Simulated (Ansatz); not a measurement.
# ClF₂HSi + H₂: a complex and its separated parts, part 2 of 2

Ansatz 0.2.0, Gaussian basis. The steps go on from the part before.

### 14 wB97X-V/def2-TZVPP

The inputs:

parta/in.yaml

```yaml
crystal:
  periodic: [false, false, false]
  atoms:
    - {symbol: Si, position_ang: [-0.359791, 1.087327, 0.274268]}
    - {symbol: Cl, position_ang: [1.652927, 1.055576, 0.130161]}
    - {symbol: F, position_ang: [-0.973663, 1.306104, -1.161597]}
    - {symbol: F, position_ang: [-0.858816, -0.313272, 0.799343]}
    - {symbol: H, position_ang: [-0.817019, 2.147078, 1.176213]}
basis:
  gaussian: {orbitals: def2-TZVPP}
hamiltonian: {xc: {name: wB97X-V}}
```

partb/in.yaml

```yaml
crystal:
  periodic: [false, false, false]
  atoms:
    - {symbol: H, position_ang: [0.908847, -2.798605, -0.856887]}
    - {symbol: H, position_ang: [0.447715, -2.484209, -0.361603]}
basis:
  gaussian: {orbitals: def2-TZVPP}
hamiltonian: {xc: {name: wB97X-V}}
```

The same command starts each run, in its folder.

On the command line:

```
ansatz run in.yaml --threads 4 --pin off --events-out ev --progress --plain --max-ram 9574MiB
```

Log of parta (excerpt; [...] marks lines left out):

```text
Functional definition: wB97X-V
  name "wB97X-V"
  cite "Mardirossian & Head-Gordon, Phys. Chem. Chem. Phys. 16, 9904 (2014) doi:10.1039/C3CP54374A"
  cite "Becke, J. Chem. Phys. 107, 8554 (1997) doi:10.1063/1.475007"
  cite "Vydrov & Van Voorhis, J. Chem. Phys. 133, 244103 (2010) doi:10.1063/1.3521275"
[...]
      + integral(e_c_pw_opposite_spin*poly(b97_u_opposite, cos0, cos1)) + vv10(b, c)
972 factors; their error is unknown
168 factors; integrals over basis functions are off by at most 3.1e-5 eV
[...]
mean field -25853.60976353 eV, -950.1026346038 hartree, gradient 3.6e-5 eV, S^2 0.000000; 0 other end points of the search recorded, 0 dependent functions left out
reference -25853.60976207 eV, -950.1026345500 hartree; 25, 25 occupied and 135, 135 virtual orbitals, 972 factors
Total energy: -25853.60976207 eV, -950.1026345500 hartree
```

partb printed (excerpt; [...] marks lines left out):

```text
[... 5 set-up lines as earlier in the session ...]
[...]
      + integral(e_c_pw_opposite_spin*poly(b97_u_opposite, cos0, cos1)) + vv10(b, c)
118 factors; their error is unknown
42 factors; integrals over basis functions are off by at most 3.0e-5 eV
[...]
mean field -31.90859866 eV, -1.1726193722 hartree, gradient 8.8e-5 eV, S^2 0.000000; 0 other end points of the search recorded, 0 dependent functions left out
reference -31.90859766 eV, -1.1726193354 hartree; 1, 1 occupied and 27, 27 virtual orbitals, 118 factors
Total energy: -31.90859766 eV, -1.1726193354 hartree
```

They took 2.9 s (parta), 0.15 s (partb) on 4 threads of Arm Neoverse V2, shared host.

### 15 wB97M-V/def2-TZVPP

The same edit goes into each in.yaml of step 14 (parta, partb):

```diff
-hamiltonian: {xc: {name: wB97X-V}}
+hamiltonian: {xc: {name: wB97M-V}}
```

Each run has its own folder and the same command.

On the command line:

```
ansatz run in.yaml --threads 4 --pin off --events-out ev --progress --plain --max-ram 9574MiB
```

Log of parta (excerpt; [...] marks lines left out):

```text
Functional definition: wB97M-V
  name "wB97M-V"
  cite "Mardirossian & Head-Gordon, J. Chem. Phys. 144, 214110 (2016) doi:10.1063/1.4952647"
[... 2 set-up lines as earlier in the session ...]
  # Of w^i u^j: cxij and so on, Table III.
[...]
  gx(w, u) = 1 - cx + cx01*u + cx10*w
[...]
      + integral(e_c_pw_mod_opposite_spin*gos(b97_w_opposite, b97_u_opposite)) + vv10(b, c)
972 factors; their error is unknown
168 factors; integrals over basis functions are off by at most 3.1e-5 eV
[...]
mean field -25856.24779681 eV, -950.1995805387 hartree, gradient 3.8e-5 eV, S^2 0.000000; 0 other end points of the search recorded, 0 dependent functions left out
reference -25856.24783266 eV, -950.1995818561 hartree; 25, 25 occupied and 135, 135 virtual orbitals, 972 factors
Total energy: -25856.24783266 eV, -950.1995818561 hartree
```

Output in partb (excerpt; [...] marks lines left out):

```text
[... 5 set-up lines as earlier in the session ...]
  # Of w^i u^j: cxij and so on, Table III.
[...]
  gx(w, u) = 1 - cx + cx01*u + cx10*w
[...]
      + integral(e_c_pw_mod_opposite_spin*gos(b97_w_opposite, b97_u_opposite)) + vv10(b, c)
118 factors; their error is unknown
42 factors; integrals over basis functions are off by at most 3.0e-5 eV
[...]
mean field -31.60111147 eV, -1.1613194264 hartree, gradient 7.3e-6 eV, S^2 0.000000; 0 other end points of the search recorded, 0 dependent functions left out
reference -31.60113572 eV, -1.1613203179 hartree; 1, 1 occupied and 27, 27 virtual orbitals, 118 factors
Total energy: -31.60113572 eV, -1.1613203179 hartree
```

They took 3.7 s (parta), 0.15 s (partb) on 4 threads of Arm Neoverse V2, shared host.

### 16 B2PLYP/def2-TZVPP

The same edit goes into each in.yaml of step 15 (parta, partb):

```diff
-hamiltonian: {xc: {name: wB97M-V}}
+hamiltonian: {xc: {name: B2PLYP}}
```

Each run has its own folder and the same command.

On the command line:

```
ansatz run in.yaml --threads 4 --pin off --events-out ev --progress --plain --max-ram 9574MiB
```

Output in parta (excerpt; [...] marks lines left out):

```text
Functional definition: B2PLYP
  name "B2PLYP"
  cite "Grimme, J. Chem. Phys. 124, 034108 (2006) doi:10.1063/1.2148954"
[... 2 set-up lines as earlier in the session ...]
[...]
986 factors; integrals over basis functions are off by at most 7.4e-4 eV
[...]
mean field -25842.07443419 eV, -949.6787190691 hartree, gradient 8.6e-6 eV, S^2 0.000000; 0 other end points of the search recorded, 0 dependent functions left out
12 core orbitals not correlated: weight in the atoms' cores, before any rotation towards them, 1.000 or more for the frozen orbitals, at most 0.000 for the correlated occupied ones
reference -25842.07456891 eV, -949.6787240202 hartree; 13, 13 occupied and 135, 135 virtual orbitals, 986 factors
second order -26.00797789 eV of doubles, -0.00000000 eV of singles
Total energy: -25849.09672294 eV, -949.9367834210 hartree
```

Log of partb (excerpt; [...] marks lines left out):

```text
[... 5 set-up lines as earlier in the session ...]
[...]
145 factors; integrals over basis functions are off by at most 7.3e-4 eV
[...]
mean field -31.55848702 eV, -1.1597530070 hartree, gradient 1.1e-6 eV, S^2 0.000000; 0 other end points of the search recorded, 0 dependent functions left out
reference -31.55857644 eV, -1.1597562930 hartree; 1, 1 occupied and 27, 27 virtual orbitals, 145 factors
second order -1.02366872 eV of doubles, -0.00000000 eV of singles
Total energy: -31.83496699 eV, -1.1699134585 hartree
```

They took 1.9 s (parta), 0.1 s (partb) on 4 threads of Arm Neoverse V2, shared host.

### 17 PBE-QIDH/def2-TZVPP

The same edit goes into each in.yaml of step 16 (parta, partb):

```diff
-hamiltonian: {xc: {name: B2PLYP}}
+hamiltonian: {xc: {name: PBE-QIDH}}
```

Each run has its own folder and the same command.

On the command line:

```
ansatz run in.yaml --threads 4 --pin off --events-out ev --progress --plain --max-ram 9574MiB
```

Log of parta (excerpt; [...] marks lines left out):

```text
Functional definition: PBE-QIDH
  name "PBE-QIDH"
  cite "Brémond, Sancho-García, Pérez-Jiménez & Adamo, J. Chem. Phys. 141, 031101 (2014) doi:10.1063/1.4890314"
[... 1 set-up line as earlier in the session ...]
[...]
986 factors; integrals over basis functions are off by at most 7.4e-4 eV
[...]
mean field -25832.80790581 eV, -949.3381804325 hartree, gradient 2.0e-6 eV, S^2 0.000000; 0 other end points of the search recorded, 0 dependent functions left out
12 core orbitals not correlated: weight in the atoms' cores, before any rotation towards them, 1.000 or more for the frozen orbitals, at most 0.000 for the correlated occupied ones
reference -25832.80791493 eV, -949.3381807676 hartree; 13, 13 occupied and 135, 135 virtual orbitals, 986 factors
second order -24.29338974 eV of doubles, -0.00000000 eV of singles
Total energy: -25840.90571151 eV, -949.6357693030 hartree
```

partb printed (excerpt; [...] marks lines left out):

```text
[... 4 set-up lines as earlier in the session ...]
[...]
145 factors; integrals over basis functions are off by at most 7.3e-4 eV
[...]
mean field -31.52724626 eV, -1.1586049302 hartree, gradient 1.4e-6 eV, S^2 0.000000; 0 other end points of the search recorded, 0 dependent functions left out
reference -31.52725268 eV, -1.1586051661 hartree; 1, 1 occupied and 27, 27 virtual orbitals, 145 factors
second order -0.95920891 eV of doubles, -0.00000000 eV of singles
Total energy: -31.84698898 eV, -1.1703552584 hartree
```

Times: 2 s (parta), 0.1 s (partb) on 4 threads of Arm Neoverse V2, shared host.

### 18 RPA on PBE/def2-TZVPP

Each input of step 17 (parta, partb) changes in the same lines:

```diff
-hamiltonian: {xc: {name: PBE-QIDH}}
+hamiltonian: {xc: pbe}
+correlation: {method: rpa}
```

One command serves all of them, each in its own folder.

On the command line:

```
ansatz run in.yaml --threads 4 --pin off --events-out ev --progress --plain --max-ram 9574MiB
```

Output in parta (excerpt; [...] marks lines left out):

```text
[... 4 set-up lines as earlier in the session ...]
[...]
986 factors; integrals over basis functions are off by at most 7.4e-4 eV
[...]
mean field -25844.12043044 eV, -949.7539080447 hartree, gradient 5.7e-6 eV, S^2 0.000000; 0 other end points of the search recorded, 0 dependent functions left out
12 core orbitals not correlated: weight in the atoms' cores, before any rotation towards them, 1.000 or more for the frozen orbitals, at most 0.000 for the correlated occupied ones
reference -25800.58916084 eV, -948.1541633933 hartree; 13, 13 occupied and 135, 135 virtual orbitals, 986 factors
Total energy: -25834.44280888 eV, -949.3982620121 hartree
```

Output in partb (excerpt; [...] marks lines left out):

```text
[... 4 set-up lines as earlier in the session ...]
[...]
145 factors; integrals over basis functions are off by at most 7.3e-4 eV
[...]
mean field -31.73221981 eV, -1.1661375692 hartree, gradient 1.4e-6 eV, S^2 0.000000; 0 other end points of the search recorded, 0 dependent functions left out
reference -30.80639277 eV, -1.1321140529 hartree; 1, 1 occupied and 27, 27 virtual orbitals, 145 factors
Total energy: -32.86230360 eV, -1.2076673823 hartree
```

Times: 1.7 s (parta), 0.1 s (partb) on 4 threads of Arm Neoverse V2, shared host.

### 19 CCSD(T)/def2-TZVPP

The same edit goes into each in.yaml of step 18 (parta, partb):

```diff
-hamiltonian: {xc: pbe}
-correlation: {method: rpa}
+correlation: {method: ccsd_t}
```

Each run has its own folder and the same command.

On the command line:

```
ansatz run in.yaml --threads 4 --pin off --events-out ev --progress --plain --max-ram 9574MiB
```

parta printed (excerpt; [...] marks lines left out):

```text
Functional definition: HF
  name "HF"
  cite "Fock, Z. Phys. 61, 126 (1930) doi:10.1007/BF01340294"
[... 1 set-up line as earlier in the session ...]
[...]
986 factors; integrals over basis functions are off by at most 7.4e-4 eV
[...]
mean field -25802.04897634 eV, -948.2078106235 hartree, gradient 3.5e-6 eV, S^2 0.000000; 0 other end points of the search recorded, 0 dependent functions left out
12 core orbitals not correlated: weight in the atoms' cores, before any rotation towards them, 1.000 or more for the frozen orbitals, at most 0.000 for the correlated occupied ones
reference -25802.04897634 eV, -948.2078106235 hartree; 13, 13 occupied and 135, 135 virtual orbitals, 986 factors
second order -21.81584393 eV of doubles, -0.00000000 eV of singles
cycle   1  -21.93033155 eV  change   -1.1e-1 eV  update   9.0e-2
[...]
cycle   9  -22.43697118 eV  change   -5.8e-6 eV  update   7.6e-6
perturbative correction -0.71793948 eV, -0.0263837892 hartree
Total energy: -25825.20388700 eV, -949.0587378953 hartree
```

Log of partb (excerpt; [...] marks lines left out):

```text
[... 4 set-up lines as earlier in the session ...]
[...]
145 factors; integrals over basis functions are off by at most 7.3e-4 eV
[...]
mean field -30.82769732 eV, -1.1328969807 hartree, gradient 4.2e-7 eV, S^2 0.000000; 0 other end points of the search recorded, 0 dependent functions left out
reference -30.82769732 eV, -1.1328969807 hartree; 1, 1 occupied and 27, 27 virtual orbitals, 145 factors
second order -0.86257666 eV of doubles, -0.00000000 eV of singles
cycle   1  -1.00723344 eV  change   -1.4e-1 eV  update   2.6e-2
[...]
cycle   7  -1.07308440 eV  change    5.9e-7 eV  update   4.1e-7
perturbative correction -0.00000000 eV, -0.0000000000 hartree
Total energy: -31.90078172 eV, -1.1723321049 hartree
```

Wall times: 17 s (parta), 0.1 s (partb) on 4 threads of Arm Neoverse V2, shared host; peak memory 1.2 GiB.

### 20 Vibrations of ClF₂HSi

File vib-parta/in.yaml:

```yaml
crystal:
  periodic: [false, false, false]
  atoms:
    - {symbol: Si, position_ang: [-0.359791, 1.087327, 0.274268]}
    - {symbol: Cl, position_ang: [1.652927, 1.055576, 0.130161]}
    - {symbol: F, position_ang: [-0.973663, 1.306104, -1.161597]}
    - {symbol: F, position_ang: [-0.858816, -0.313272, 0.799343]}
    - {symbol: H, position_ang: [-0.817019, 2.147078, 1.176213]}
basis:
  gaussian: {orbitals: def2-TZVP}
hamiltonian: {xc: pbe0, dispersion: d4}
phonons: {temperatures: {t_min: 298.15, t_max: 900, t_step: 200}}
```

On the command line:

```
ansatz run in.yaml --threads 4 --pin off --events-out ev --progress --plain --max-ram 9574MiB
```

The program printed (excerpt; [...] marks lines left out):

```text
[... 5 set-up lines as earlier in the session ...]
[...]
892 factors; their error is unknown
[...]
mean field -25845.91052311 eV, -949.8196927368 hartree, gradient 3.0e-5 eV, S^2 0.000000; 0 other end points of the search recorded, 0 dependent functions left out
[...]
Atom 2 at    -0.973663     1.306104    -1.161597 Å, force    -0.000424     0.000148    -0.000741 eV/Å
Atom 3 at    -0.858816    -0.313272     0.799343 Å, force    -0.000361    -0.000767     0.000318 eV/Å
Atom 4 at    -0.817019     2.147078     1.176213 Å, force     0.000964    -0.002054    -0.001766 eV/Å
Dipole moment:     0.006956     0.190459     0.156879 e Å
Vibrations: 226.48 273.79 363.50 579.32 827.08 830.36 903.63 984.85 2338.89 cm⁻¹, zero-point energy 0.454273 eV
```

Wall time 26 s (4 threads of Arm Neoverse V2, shared host).

The modes, with what each moves most:

| mode | wavenumber (cm⁻¹) | character |
| --- | --- | --- |
| 1 | 226 | bend |
| 2 | 274 | bend |
| 3 | 364 | bend |
| 4 | 579 | Si–Cl stretch |
| 5 | 827 | bend |
| 6 | 830 | bend |
| 7 | 904 | Si–F stretch |
| 8 | 985 | Si–F stretch |
| 9 | 2339 | Si–H stretch |

Vibrational sums (real modes only):

```
T (K)  entropy (J/mol/K)  heat capacity (J/mol/K)
  298               23.8                     34.5
  498               45.7                     50.4
  698               64.1                     58.5
  898               79.5                     63.3
```

### 21 Vibrations of H₂

File vib-partb/in.yaml:

```yaml
crystal:
  periodic: [false, false, false]
  atoms:
    - {symbol: H, position_ang: [0.908847, -2.798605, -0.856887]}
    - {symbol: H, position_ang: [0.447715, -2.484209, -0.361603]}
basis:
  gaussian: {orbitals: def2-TZVP}
hamiltonian: {xc: pbe0, dispersion: d4}
phonons: {temperatures: {t_min: 298.15, t_max: 900, t_step: 200}}
```

On the command line:

```
ansatz run in.yaml --threads 4 --pin off --events-out ev --progress --plain --max-ram 9574MiB
```

The program printed (excerpt; [...] marks lines left out):

```text
[... 5 set-up lines as earlier in the session ...]
[...]
88 factors; their error is unknown
[...]
mean field -31.78865265 eV, -1.1682114377 hartree, gradient 1.8e-5 eV, S^2 0.000000; 0 other end points of the search recorded, 0 dependent functions left out
[...]
reference -31.78856215 eV, -1.1682081118 hartree; 1, 1 occupied and 11, 11 virtual orbitals, 88 factors
Total energy: -31.79027507 eV, -1.1682710608 hartree
Atom 0 at     0.908847    -2.798605    -0.856887 Å, force    -0.001550     0.001057     0.001665 eV/Å
Atom 1 at     0.447715    -2.484209    -0.361603 Å, force     0.001550    -0.001057    -0.001665 eV/Å
Dipole moment:     0.000000    -0.000000    -0.000000 e Å
Vibrations: 4414.10 cm⁻¹, zero-point energy 0.273639 eV
```

Run time: 0.2 s. Hardware: 4 threads of Arm Neoverse V2, shared host.

The modes, with what each moves most:

```
mode  wavenumber (cm⁻¹)    character
   1               4414  H–H stretch
```

Vibrational sums (real modes only):

```
T (K)  entropy (J/mol/K)  heat capacity (J/mol/K)
  298                0.0                      0.0
  498                0.0                      0.0
  698                0.0                      0.1
  898                0.1                      0.4
```

### 22 Complex less separated parts

The complex's own energies come from single points at the same levels.

Rows are in def2-TZVPP; times add the 3 runs of a level on a shared host, so small differences are noise.

Differences are taken before rounding.

```csv
method,rung,complex less parts (kJ/mol),from CCSD(T) (kJ/mol),time
SPW92,LDA,-3.64,-2.23,1.3 s
PBE-D4,GGA,-2.90,-1.49,2.1 s
BLYP-D4,GGA,-1.66,-0.25,2.1 s
r2SCAN-D4,meta-GGA,-1.48,-0.08,4.8 s
B97M-V,meta-GGA,-1.84,-0.43,8.8 s
PBE0-D4,hybrid,-2.43,-1.02,3 s
B3LYP-D4,hybrid,-1.91,-0.51,3 s
r2SCAN0-D4,hybrid,-1.63,-0.22,5.3 s
BHLYP-D4,hybrid,-2.15,-0.74,2.6 s
CAM-B3LYP-D4,range-separated hybrid,-2.25,-0.85,3.3 s
wB97X-V,range-separated hybrid,-2.11,-0.71,7.1 s
wB97M-V,range-separated hybrid,-1.96,-0.56,8.5 s
B2PLYP,double hybrid,-0.45,+0.95,4.5 s
PBE-QIDH,double hybrid,-0.99,+0.41,4.6 s
RPA on PBE,RPA,-0.96,+0.45,4.2 s
Hartree-Fock,wavefunction,0.57,+1.97,
MP2,wavefunction,-1.33,+0.07,
CCSD,wavefunction,-1.14,+0.26,
CCSD(T),wavefunction,-1.40,0,55 s
```

Among the levels timed on like hardware and quicker than the yardstick, those that no quicker one beats, quickest first: SPW92 (1.3 s, -2.23 kJ/mol); BLYP-D4 (2.1 s, -0.25 kJ/mol); r2SCAN-D4 (4.8 s, -0.08 kJ/mol).

r2SCAN-D4 reaches 0.08 kJ/mol from the reference in 4.8 s, where CCSD(T) took 55 s; the quickest level in the cost chart, SPW92, takes 1.3 s and misses by 2.23 kJ/mol.

The complex's zero-point energy, from a separate PBE0-D4 run, is 0.752 eV.

### 23 Summary of results

This closing draws on all 2 parts.

```
                              quantity         value
complex less parts, CCSD(T)/def2-TZVPP  -1.40 kJ/mol
                with zero-point energy  +0.93 kJ/mol
                 largest T1 diagnostic         0.011
```

**Reading.** At CCSD(T) the complex lies 1.40 kJ/mol below its parts. r2SCAN-D4 is the best functional here (-0.08 kJ/mol from CCSD(T)); SPW92 is the worst (-2.23 kJ/mol). Mean unsigned error by rung: LDA 2.23, GGA 0.87, meta-GGA 0.26, hybrid 0.63, range-separated hybrid 0.71, double hybrid 0.68 kJ/mol. PBE-D4 gives a relative energy 1.49 kJ/mol too low, an error of 107 % of the reference. The complex's frequency run has imaginary modes: the structure is no minimum, so both the energy and the zero-point correction are in doubt. No counterpoise was applied, and triple zeta lacks some correlation, so the CCSD(T) reference has a basis error of its own, and close matches with it are partly luck.
